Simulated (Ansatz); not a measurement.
Crystal: MoPt.

```xyz
4
Lattice="4.4766 0.0000 0.0000 0.0000 2.7337 0.0000 0.0000 0.0000 4.9584" Properties=species:S:1:pos:R:3 pbc="T T T"
Pt    3.3575    1.3669    1.6723
Pt    1.1192    1.3669    3.2861
Mo    3.3575    0.0000    4.1564
Mo    1.1192    0.0000    0.8020
```

The cell comes from a database or a generator and needn't be the stable form of this composition.

- Program: Ansatz 0.2.0
- Task: single point
- Functional: PBEsol
- Potentials or basis: all-electron LAPW, scalar-relativistic
- Cutoff: 279 eV (chosen from the basis error)
- Basis error allowed: 0.001 eV/atom
- k mesh: 6 × 10 × 6
- Occupations: fermi-dirac, width 0.05 eV
- Spin: no spin polarisation

On this cell: pressure -5.7 GPa; largest force 0.160 eV/Å; band gap on the k mesh none (metal or under the smearing width).

The same run follows on a disturbed copy (atoms moved at random, drawn with an rms of 0.05 Å):

```
CELL_PARAMETERS angstrom
4.47661 0.00000 0.00000
0.00000 2.73373 0.00000
0.00000 0.00000 4.95840
ATOMIC_POSITIONS crystal
Pt 0.75428 0.48055 0.33200
Pt 0.24902 0.49952 0.65910
Mo 0.75538 0.00109 0.83849
Mo 0.25151 0.00635 0.16266
```

What changes?

The energy (extrapolated to zero smearing) moves by +5.8 meV/atom; pressure -5.4 GPa; largest force 0.497 eV/Å; band gap on the k mesh none (metal or under the smearing width).

Forces on the atoms (eV/Å):
```
Pt  -0.184  0.438  0.145
Pt   0.291  0.026  0.250
Mo  -0.217 -0.133 -0.340
Mo   0.111 -0.331 -0.055
```

Stress tensor (GPa, compression positive):
```
-4.96 -0.04 -0.17
-0.04 -5.51  0.72
-0.17  0.72 -5.71
```
